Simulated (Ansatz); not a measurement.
# Si16O: the cost of one run

Program: Ansatz 0.2.0. Level of theory: DFT PBE, plane waves, PAW, scalar-relativistic, collinear spin. These are calculated values, not measurements.

## (1) The starting structure

The cell holds 17 atoms (OSi16): a = 7.679 Å, b = 7.679 Å, c = 7.679 Å, α = 60.00°, β = 60.00°, γ = 60.00°.

The coordinates stand in the first input below.

## (2) Preparing the start

Input file input.yaml:

```yaml
accuracy: low
crystal:
  lattice:
    - [0.0, 5.43, 5.43]
    - [5.43, 0.0, 5.43]
    - [5.43, 5.43, 0.0]
  atoms:
    - { symbol: Si, position: [0.0, 0.0, 0.0] }
    - { symbol: Si, position: [0.125, 0.125, 0.125] }
    - { symbol: Si, position: [0.0, 0.0, 0.5] }
    - { symbol: Si, position: [0.125, 0.125, 0.625] }
    - { symbol: Si, position: [0.0, 0.5, 0.0] }
    - { symbol: Si, position: [0.125, 0.625, 0.125] }
    - { symbol: Si, position: [0.0, 0.5, 0.5] }
    - { symbol: Si, position: [0.125, 0.625, 0.625] }
    - { symbol: Si, position: [0.5, 0.0, 0.0] }
    - { symbol: Si, position: [0.625, 0.125, 0.125] }
    - { symbol: Si, position: [0.5, 0.0, 0.5] }
    - { symbol: Si, position: [0.625, 0.125, 0.625] }
    - { symbol: Si, position: [0.5, 0.5, 0.0] }
    - { symbol: Si, position: [0.625, 0.625, 0.125] }
    - { symbol: Si, position: [0.5, 0.5, 0.5] }
    - { symbol: Si, position: [0.625, 0.625, 0.625] }
    - { symbol: O, position: [0.806022, 0.8146717, 0.5562075], spin: 1.0 }
magnetization:
  spin_polarized: true
basis:
  ecutwfc: 420.0
kpoints:
  mp_grid: { grid: [2, 2, 2] }
hamiltonian:
  xc: pbe
  pseudopotentials: { kind: paw, azcp: { folder: soft_1 } }
scf:
  occupations: { method: fermi_dirac, width: 0.02 }
  lower_state_search: "off"
relax:
  f_tol: 0.08
  max_steps: 25
  adjacent_minimum: "off"
```

Run with:

```bash
> ansatz run input.yaml --threads 1 --pin off --max-ram 3072MiB --backend cpu --events-out ev --progress --plain --runs-dir out
```

**Question.** How long does this run take on 1 thread of Arm Neoverse V2, shared host, and how much memory does it need?

About 1.8 min, with a peak of 0.66 GiB.
